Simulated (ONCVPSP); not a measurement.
# An ONCV potential for gallium, from input to tests

Do these settings give a usable potential? It is generated, then checked for transferability, scattering, ghosts and hardness.

The numbers are computed with ONCVPSP 4.0.1.1 (patched build) (LDA (Perdew-Wang 92), scalar-relativistic, spin-unpolarised reference atom).

## (1) The design

The settings as typed:

- element: gallium (Ga, Z = 31)
- type: optimised norm-conserving Vanderbilt (ONCV)
- frozen core: [Ar]
- valence charge: 13
- reference configuration: 3d10 4s1 (charge +2)
- partial waves: 4s: rc 1.50 bohr, ncon 5, nbas 8, qcut 4.6 1/bohr, 2 projectors, debl 1.4 Ha; p scattering state at 0.14 Ha: rc 1.65 bohr, ncon 5, nbas 9, qcut 5.3 1/bohr, 2 projectors, debl 3.3 Ha; 3d: rc 0.95 bohr, ncon 4, nbas 9, qcut 17.6 1/bohr, 2 projectors, debl 2.8 Ha
- local potential: polynomial inside 0.75 bohr (lpopt 5, dvloc0 1 Ha)
- core correction: Teter function, fcfact 5.5, rcfact 1.1

An earlier all-electron run gives the scale for the radii.

All-electron outer shells of the reference configuration (LDA (PZ), scalar-relativistic, ld1.x):

| shell | level (eV) | outermost node (bohr) | outermost maximum (bohr) |
| --- | --- | --- | --- |
| 3p | -119.13 | 0.24 | 0.56 |
| 3d | -39.74 | – | 0.53 |
| 4s | -26.48 | 0.80 | 1.78 |
| 4p | -18.04 | 0.86 | 2.10 |

## (2) Generating the potential

Ga.dat

```
# ATOM AND REFERENCE CONFIGURATION
# atsym  z   nc   nv     iexc    psfile
  Ga 31.00    5    2  -001012      upf
#
#   n    l    f
    1    0    2.00
    2    0    2.00
    2    1    6.00
    3    0    2.00
    3    1    6.00
    3    2   10.00
    4    0    1.00
#
# PSEUDOPOTENTIAL AND OPTIMIZATION
# lmax
    2
#
#   l,   rc,      ep,       ncon, nbas, qcut
    0    1.50    0.00    5    8    4.60
    1    1.65    0.14    5    9    5.30
    2    0.95    0.00    4    9   17.60
#
# LOCAL POTENTIAL
# lloc, lpopt,  rc(5),   dvloc0
    4    5    0.75    1.00
#
# VANDERBILT-KLEINMAN-BYLANDER PROJECTORs
# l, nproj, debl
    0    2    1.40
    1    2    3.30
    2    2    2.80
#
# MODEL CORE CHARGE
# icmod, fcfact, rcfact
    3    5.50    1.10
#
# LOG DERIVATIVE ANALYSIS
# epsh1, epsh2, depsh
   -3.00    5.00    0.02
#
# OUTPUT GRID
# rlmax, drl
    6.00    0.01
#
# TEST CONFIGURATIONS
# ncnf
    4
# nvcnf
#   n    l    f
    3
    3    2   10.00
    4    0    2.00
    4    1    1.00
#
    2
    3    2   10.00
    4    0    2.00
#
    2
    3    2   10.00
    4    0    0.00
#
    3
    3    2    9.00
    4    0    2.00
    4    1    2.00
#
```

Started as:

```bash
$ oncvpsp.x < Ga.dat > Ga.out
```

**Question.** What will these runs give? Wanted: cutoffs for 1 and 0.1 mHa per electron, occupied waves; bound ghosts; GHOST(+) flags; largest test error; largest phase difference near zero energy, channels read; rms error of d²Exc/dn², without and with the model core; projector energies reset by the program.

**Answer**, as computed:

| quantity | value |
| --- | --- |
| cutoffs for 1 and 0.1 mHa per electron, occupied waves | 116 Ha and 131 Ha |
| bound ghosts | s at -142.96 eV |
| GHOST(+) flags | s at 614 eV, p at 87 eV (1 near or above the test basis's cutoff) |
| largest test error (AE − PS) | -381 meV, for 3d9 4s2 4p2 |
| largest phase difference near zero energy, channels read | 0.003 rad |
| rms error of d²Exc/dn², without and with the model core | 10.33 and 5.06 mHa |
| projector energies reset by the program | p: 0.050, 3.350 Ha |

What this shows: A bound ghost (s) makes it unfit for use: electrons can fall into a state that the atom doesn't have. The worst unpolarised test, 3d9 4s2 4p2, is off by 381 meV on 7.0 eV; by total energies transferability rates as poor. By its cutoff, 116 Ha for the looser tolerance, it is very hard. The 3d wave sets it; 4s needs 63 Ha. Near zero energy the phases of the channels with partial waves agree within 0.003 rad. The program also flags highly localised states, GHOST(+) (s, p).
